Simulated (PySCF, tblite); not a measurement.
# C₅H₅BO₂: geometry, infrared bands and NMR shifts

What infrared bands and NMR shifts should C₅H₅BO₂ (`BCc1cc(=O)c1=O`) show?

The runs use tblite 0.8.0 and PySCF 2.14.0, with density-fitted response routines of our own; the level of theory stands in each step. All values are computed, except where a source is named. Atoms are numbered from 0 throughout.

## (1) The starting structure

13 atoms, charge 0, multiplicity 1; geometry from: force field or distance geometry start.

Bonds of the start (Å): B0–C1 1.61, C1–C2 1.48, C2–C3 1.39, C3–C4 1.39, C4–O5 1.26, C4–C6 1.38, C6–O7 1.26, C6–C2 1.39, B0–H8 1.18, B0–H9 1.19, C1–H10 1.10, C1–H11 1.11, C3–H12 1.07.

## (2) Geometry optimisation with GFN2-xTB

What the job is given:

```
{"job": {"kind": "relax", "xc": "GFN2-xTB", "basis": "xTB"}, "charge": 0, "multiplicity": 1}
B      1.975200    -0.186200     0.846000
C      1.082600     0.781700    -0.073200
C     -0.268200     0.199200    -0.241300
C     -0.862600    -0.650500    -1.162400
C     -2.054600    -0.584100    -0.454100
O     -3.203400    -1.085900    -0.606900
C     -1.466100     0.268600     0.452800
O     -1.848100     0.857000     1.504900
H      2.964800    -0.663100     0.421400
H      1.626000    -0.423100     1.958600
H      1.571500     0.893100    -1.055700
H      1.007500     1.769300     0.423200
H     -0.529000    -1.175600    -2.031000
```

Launch:

```bash
> OMP_NUM_THREADS=1 python probes_run.py task.json out
```

The driver reads the jobs from task.json and runs them one after another.

**Question.** This job is followed by: GFN2-xTB harmonic vibrations, gas phase; GIAO PBE0/pcSseg-1 NMR shielding, non-relativistic, gas phase. Predict these results of the whole session: strongest single infrared mode (GFN2-xTB); zero-point energy (GFN2-xTB); ¹³C shifts against TMS (PBE0/pcSseg-1); ¹H shifts against TMS (PBE0/pcSseg-1, means over atoms taken as alike); ¹¹B shifts against BF3·OEt2 (PBE0/pcSseg-1); ¹⁷O shifts against H2O (PBE0/pcSseg-1); surface potential, 1st and 99th percentile.

**Answer**, as computed:

```
                                                              quantity                                 value
                             strongest single infrared mode (GFN2-xTB)                 1888 cm⁻¹, 475 km/mol
                                          zero-point energy (GFN2-xTB)                         53.5 kcal/mol
                                ¹³C shifts against TMS (PBE0/pcSseg-1)  220.3, 207.1, 199.6, 194.1, 36.2 ppm
¹H shifts against TMS (PBE0/pcSseg-1, means over atoms taken as alike)                  9.59, 7.80, 3.39 ppm
                           ¹¹B shifts against BF3·OEt2 (PBE0/pcSseg-1)                              88.1 ppm
                                ¹⁷O shifts against H2O (PBE0/pcSseg-1)                      620.9, 604.0 ppm
                                 surface potential, 1st and 99th percentile                    -1.64 V and 2.18 V
```

In words: Over 86 steps the energy fell by 1.113 eV; of the close pairs, C4–C6 changed most, 1.377 to 1.547 Å. All 33 modes are real, so the xTB geometry is a minimum. The strongest single mode, at 1888 cm⁻¹, is carried by C4, C6, O5, O7. Unscaled tight-binding wavenumbers are off by several per cent, some by more. Its intensities can rank the bands wrongly. At PBE0/pcSseg-1: Shielding is most anisotropic at O7 (span 1206 ppm, paramagnetic term -685 ppm). By nearest atom (PBE0/pcSseg-1), the HOMO sits on O5, O7 about 31 % each; C2, C4, C6 about 9 % each and the LUMO on B0 30 %; C2, C3 about 11 % each.
